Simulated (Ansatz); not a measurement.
# YbN (zincblende): equation of state and elastic constants

Aim: the bulk modulus of YbN (zincblende) from energies at several volumes around the relaxed one, then the elastic tensor. The cell was built by placing the elements on the sites of a structure type; the runs don't test whether it is the stable form.

Method: DFT PBE+U (U_eff = 6 eV on Yb 4f), scalar-relativistic, plane waves, PAW, in Ansatz 0.2.0.

4 further runs of the same task are left out: 3 that didn't finish, 1 set aside as unsound or not needed.

## 1. The system as given

Symmetry: F-43m, No. 216, cubic system. The conventional cell has a = 5.162 Å, b = 5.162 Å, c = 5.162 Å, α = 90.00°, β = 90.00°, γ = 90.00°. Yb (site symmetry -43m) has 4 N at 2.24 Å as nearest neighbours. N (site symmetry -43m) has 4 Yb at 2.24 Å as nearest neighbours.

Structure file:

```
CELL_PARAMETERS angstrom
0.00000 2.58118 2.58118
2.58118 0.00000 2.58118
2.58118 2.58118 0.00000
ATOMIC_POSITIONS crystal
Yb 0.00000 0.00000 0.00000
N 0.25000 0.25000 0.25000
```

This cell comes from an earlier session at PBE+U (U_eff = 6 eV on Yb 4f): 17.197 Å³/atom at -0.02 GPa, on a 8×8×8 mesh.

Volume factors to run: 0.980, 1.020, 0.960, 1.040, 1.070, 1.100, 0.945.

## 2. Volume × 0.980

Input file input.yaml:

```yaml
crystal:
  lattice:
    - [0.0, 2.5638580786, 2.5638580786]
    - [2.5638580786, 0.0, 2.5638580786]
    - [2.5638580786, 2.5638580786, 0.0]
  atoms:
    - { symbol: Yb, position: [0.0, 0.0, 0.0], spin: 1.08 }
    - { symbol: "N", position: [0.25, 0.25, 0.25] }
basis:
  ecutwfc: 420
  ecutrho_ratio: 4
kpoints:
  mp_grid: { grid: [8, 8, 8] }
hamiltonian:
  xc: pbe
  hubbard:
    sites:
      - { species: Yb, l: f, u_eff: 6.0, starting_ns: start.occupation_matrices }
    ns_hold: { iters: 6 }
scf:
  occupations: { method: gaussian, width: 0.05 }
  lower_state_search: "off"
output:
  forces: true
  stress: true
  eigenvalues: true
  populations: true
  hubbard: { sites: [{ species: Yb, l: f }] }
magnetization:
  spin_polarized: true
```

start.occupation_matrices holds the open shells' occupation matrices from the neighbouring geometry.

Command:

```console
> ansatz run input.yaml --threads 2 --pin off --max-ram 2662MiB --backend cpu --events-out ev --progress --plain --runs-dir out
```

After this run come: At 1.020 of the relaxed volume; Volume × 0.960; Scaling the volume by 1.040; Volume × 1.070; Scaling the volume by 1.100; At 0.945 of the relaxed volume; The elastic tensor from strained cells.

Q: Predict the outcome of this session. Wanted: V0; B0; B0′; scatter of the fit; C11, C12, C44; K, G, E; Poisson's ratio.

**Answer**, as computed:

```
          quantity             value
                V0    17.194 Å³/atom
                B0           121 GPa
               B0′               3.9
scatter of the fit    0.006 meV/atom
     C11, C12, C44  147, 108, 56 GPa
    K, G, E (Hill)  121, 37, 102 GPa
   Poisson's ratio              0.36
```

**Reading.** A third-order Birch–Murnaghan fit puts the minimum at 17.19 Å³/atom with a bulk modulus of 121 GPa. One per cent of compression takes about 1.2 GPa. The gap on the mesh shrinks from 1.36 to 0.90 eV as the cell expands over this range. All eigenvalues of the tensor are positive, so the cell is mechanically stable. K/G = 3.24 lies over Pugh's 1.75, an empirical mark of ductile behaviour drawn from metals, and the universal anisotropy index of 1.43 is large. The bulk moduli from the tensor and from the fit agree within 1 %. These are values at 0 K without zero-point motion. With a Hubbard U or exact exchange the result depends on the state in which the open shell ends, and a lower one can't be excluded. Spin–orbit coupling is left out, though the cell holds Yb; it splits the 4f levels.
